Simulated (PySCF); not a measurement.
# Br2Ce (Ce(Br)2+): the cost of one run

Program: PySCF 2.14.0. Level of theory: several levels, as the steps say, no spin–orbit coupling. These are calculated values, not measurements.

1 further run of the same task is left out (for a known fault of the program).

## 1. Where the work starts

3 atoms, charge 1, spin multiplicity 1.

Bond lengths: Ce1–Br2 2.629 Å, Ce1–Br3 2.629 Å. Angles: Br2–Ce1–Br3 107.7°.

Geometry (Å):

```xyz
3
Br2Ce
Ce    0.0000    0.0000   -0.8743
Br    2.1236    0.0000    0.6759
Br   -2.1236    0.0000    0.6759
```

Formal oxidation states: Ce +3. Each metal's 1 4f electrons lie in its core potential, so multiplicities, spins and levels count the valence alone. An earlier session relaxed this geometry at PBE0, Ce lcecp-1-SVP with ECP47, Br def2-SVP (singlet, point group C2v).

At PBE0 on the finer grid: E = -5179.237213 Eh, HOMO -12.70 eV, LUMO -7.55 eV, Mulliken charge on Ce1 +1.33 e, largest force component 0.018 eV/Å. 

Levels to run: r2SCAN; TPSSh; PBE0, TZVP. Hardware: 2 threads of Arm Neoverse V1, shared host.

## 2. r2SCAN

The input, run.py (the lines that set the calculation):

```python
mol = gto.M(atom='''
Ce     0.00000     0.00000    -0.87434
Br     2.12360     0.00000     0.67586
Br    -2.12360     0.00000     0.67586''',
    basis={'Ce': 'lcecp-1-SVP', 'Br': 'def2-SVP'},
    ecp={'Ce': 'lcecp-1-SVP'},
    charge=1, spin=0)
mf = dft.RKS(mol, xc='R2SCAN')
mf.grids.atom_grid = (75, 302)  # f atoms: unpruned, at least (60, 302)
mf = mf.density_fit()  # fitting sets: Ce AutoAux, Br def2-universal-JKFIT
mf.conv_tol = 1e-08; mf.max_cycle = 55
mf.kernel(dm0)  # dm0: the density of the relaxed state
```

On the command line:

```
OMP_NUM_THREADS=2 python run.py
```

**Question.** How long does this run take on 2 threads of Arm Neoverse V1, shared host?

About 9.1 s.
